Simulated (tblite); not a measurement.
# C6H10OSSi: the cost of one run

Computed with tblite 0.8.0 and PySCF 2.14.0, with density-fitted response routines of our own, on a single molecule in the gas phase. Atoms count from 0, in the outputs and in this text.

## Step 1: Starting geometry

19 atoms, charge 0, multiplicity 1; geometry from: force field or distance geometry start.

Bonds of the start (Å): C0–C1 1.20, C1–C2 1.48, C2–C3 1.52, C3–S4 1.83, S4–O5 1.50, S4–C6 1.80, C6–Si7 1.84, Si7–C8 1.89, C6–C2 1.47, C0–H9 1.07, C2–H10 1.10, C3–H11 1.10, C3–H12 1.11, C6–H13 1.13, Si7–H14 1.46, Si7–H15 1.47, C8–H16 1.12, C8–H17 1.09, C8–H18 1.09.

## Step 2: Relaxing the molecule with GFN2-xTB

Job settings and geometry (Å):

```
{"job": {"kind": "relax", "xc": "GFN2-xTB", "basis": "xTB"}, "charge": 0, "multiplicity": 1}
C     -2.770600     1.458800    -0.317200
C     -2.023600     0.569200    -0.636000
C     -1.099600    -0.538900    -0.979700
C     -1.420600    -1.771900    -0.147200
S     -0.598100    -0.926500     1.247800
O     -1.365100     0.226200     1.831200
C      0.210900    -0.519500    -0.307500
Si     1.269400     0.979500    -0.358400
C      2.914800     0.463700     0.413600
H     -3.454900     2.230900    -0.032700
H     -1.104400    -0.727000    -2.060600
H     -0.877000    -2.655800    -0.516800
H     -2.510800    -1.892300     0.024700
H      0.807700    -1.419400    -0.648200
H      0.738600     2.103800     0.413200
H      1.610800     1.400600    -1.721800
H      2.740700    -0.453000     1.031800
H      3.249200     1.228000     1.115100
H      3.673000     0.252700    -0.343600
```

The run is started by

```console
$ OMP_NUM_THREADS=1 python probes_run.py task.json out
```

This one command runs all jobs of the session in turn.

Q: Estimate the wall time of this first job on 1 thread of Arm Neoverse V1, shared host.

About 1.5 s.
